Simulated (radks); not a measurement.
# In¹¹⁺ in [Kr] 4d2: an all-electron calculation

One table from this session's results is given with a row withheld; the runs are named, their logs left out.

The numbers are computed with radks (a radial shooting solver on a logarithmic mesh, Libxc functionals) version 1 (scalar-relativistic Kohn-Sham, r2SCAN, spin-unpolarised, spherical densities, finite nucleus), except any that are marked as measured or tabulated.

## Starting point

- element: indium (Z = 49)
- charge: +11
- electrons: 38
- configuration: [Kr] 4d2
- nuclear rms radius: 4.6156 fm

The outer shells:

In¹¹⁺
```
[Kr] core
4d [↑ ][↑ ][  ][  ][  ]
```

Set-up of the first run:

The run's settings:

```text
Z 49
configuration [Kr] 4d2 5s0 5p0 4f0 5d0
relativity scalar-relativistic
functional r2scan,r2scan
spin unpolarised
nucleus finite rms 4.6156 fm
c 137.035999084
```

Run with:

```
$ python run_ks.py task.json out
```

This one command runs every case of the session in turn.

One table of the session follows, with a row left open; its other results are not shown here.

It belongs to the step «Shells». Radial moments (bohr):

| level | <r> | outermost maximum (interpolated) | 90 % within | nodes |
| --- | --- | --- | --- | --- |
| 1s | 0.02972 | 0.0192 | 0.0534 | 0 |
| 2s | 0.1284 | 0.109 | 0.198 | 1 |
| 2p | 0.1122 | 0.0869 | 0.183 | 0 |
| 3s | 0.3468 | 0.315 | 0.510 | 2 |
| 3p | 0.3453 | 0.308 | 0.518 | 1 |
| 3d | 0.3222 | 0.258 | 0.507 | 0 |
| 4s | 0.8012 | 0.750 | 1.14 | 3 |
| 4p | 0.8435 | 0.784 | 1.22 | 2 |
| 4d | 0.9207 | 0.838 | 1.36 | 1 |
| 5s | 1.573 | 1.54 | 2.20 | 4 |
| 4f | 1.056 | 0.886 | 1.62 | 0 |
| 5p | ? | ? | ? | ? |
| 5d | 1.918 | 1.89 | 2.70 | 2 |

**Question.** Estimate the row for 5p.

**Answer.** <r>: 1.691; outermost maximum (interpolated): 1.66; 90 % within: 2.37; nodes: 3. In the column «<r>» it lies between 5s (1.573) and 5d (1.918).

To keep in mind: Spin polarisation and multiplet splitting are left out.
